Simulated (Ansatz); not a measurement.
The system is CsMgBiO3.

```
CELL_PARAMETERS angstrom
3.23052 1.86514 3.79701
-3.23052 1.86514 3.79701
0.00000 -3.73028 3.79701
ATOMIC_POSITIONS crystal
Bi 0.56530 0.56530 0.56530
Cs 0.91728 0.91728 0.91728
Mg 0.30219 0.30219 0.30219
O 0.98224 0.49139 0.49139
O 0.49139 0.49139 0.98224
O 0.49139 0.98224 0.49139
```

The cell comes from a database or a generator and needn't be the stable form of this composition.

| Item | Value |
| --- | --- |
| Program | Ansatz 0.2.0 |
| Task | relaxation of cell and atoms |
| Functional | r2SCAN |
| Potentials or basis | Ansatz PAW |
| Cutoff | 500 eV (not typed: the program's choice for these potentials) |
| k mesh | 6 × 6 × 6 |
| Occupations | fermi-dirac, width 0.05 eV |
| Spin | no spin polarisation |

At the start: volume 22.88 Å³/atom.

Question: How do energy, volume and symmetry change on relaxing?

Answer: It ends after 7 steps and the volume is 23.41 Å³/atom (+2.3 %); space group R3m (No. 160, to 0.05 Å).

Step by step:
| step | energy change (eV) | largest force (eV/Å) | volume (Å³) |
| --- | --- | --- | --- |
| 1 | 0.0000 | 0.7946 | 137.27 |
| 2 | -0.0583 | 0.2401 | 135.85 |
| 3 | -0.0758 | 0.1308 | 137.27 |
| 4 | -0.0825 | 0.1548 | 140.18 |
| 5 | -0.0832 | 0.0163 | 140.50 |
| 6 | -0.0832 | 0.0020 | 140.49 |
| 7 | -0.0838 | 0.0017 | 140.49 |

Final structure:
```
CELL_PARAMETERS angstrom
3.18247 1.83740 4.00419
-3.18247 1.83740 4.00419
0.00000 -3.67480 4.00419
ATOMIC_POSITIONS crystal
Bi 0.57166 0.57166 0.57166
Cs 0.89366 0.89366 0.89366
Mg 0.31694 0.31694 0.31694
O 0.97903 0.49425 0.49425
O 0.49425 0.49425 0.97903
O 0.49425 0.97903 0.49425
```

Caveat: the plane-wave basis is chosen anew once the cell has moved, so the energies of steps on either side of that aren't comparable; the PAW data sets come from PBE, with cores solved anew for the run's functional, which leaves a small shift of forces and pressure.
